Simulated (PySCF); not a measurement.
# C2H9GeN: the cost of one run

Computed with PySCF 2.14.0, with density-fitted response routines of our own, on a single molecule in the gas phase. Atoms count from 0, in the outputs and in this text.

## (1) The starting structure

13 atoms, charge 0, multiplicity 1; geometry from: GFN2-xTB. The atoms were then displaced at random by about 0.01 Å, so the start is not that level's minimum.

Bonds of the start (Å): C0–C1 1.49, C1–Ge2 1.97, Ge2–N3 1.86, C0–H4 1.11, C0–H5 1.09, C0–H6 1.09, C1–H7 1.09, C1–H8 1.08, Ge2–H9 1.49, Ge2–H10 1.52, N3–H11 1.02, N3–H12 0.96.

## (2) Optimising the geometry at PBE0-D3(BJ)/def2-SVP

Job settings and geometry (Å):

```
{"job": {"xc": "PBE0", "basis": "def2-SVP", "d3": "d3bj", "grid": 1, "shake": 0.01, "kind": "geom"}, "charge": 0, "multiplicity": 1}
C     -1.951000    -0.200650    -0.520070
C     -0.622200    -0.622480     0.008820
Ge     0.859340     0.540960    -0.564010
N      2.399210    -0.034180     0.311390
H     -2.203970     0.829490    -0.203870
H     -2.765680    -0.833370    -0.177300
H     -1.965040    -0.182870    -1.612270
H     -0.631520    -0.638610     1.097550
H     -0.403530    -1.630330    -0.300100
H      1.223470     0.415690    -2.002980
H      0.547230     2.008400    -0.306160
H      2.308880    -0.091980     1.328530
H      3.210620     0.423040     0.068890
```

Run with:

```console
$ OMP_NUM_THREADS=1 python probes_run.py task.json out
```

The driver reads the jobs from task.json and runs them one after another.

**Question.** How long does this first job take on 1 thread of Arm Neoverse V2, shared host, and how much memory does it need?

About 60 s, with a peak of 0.51 GiB.
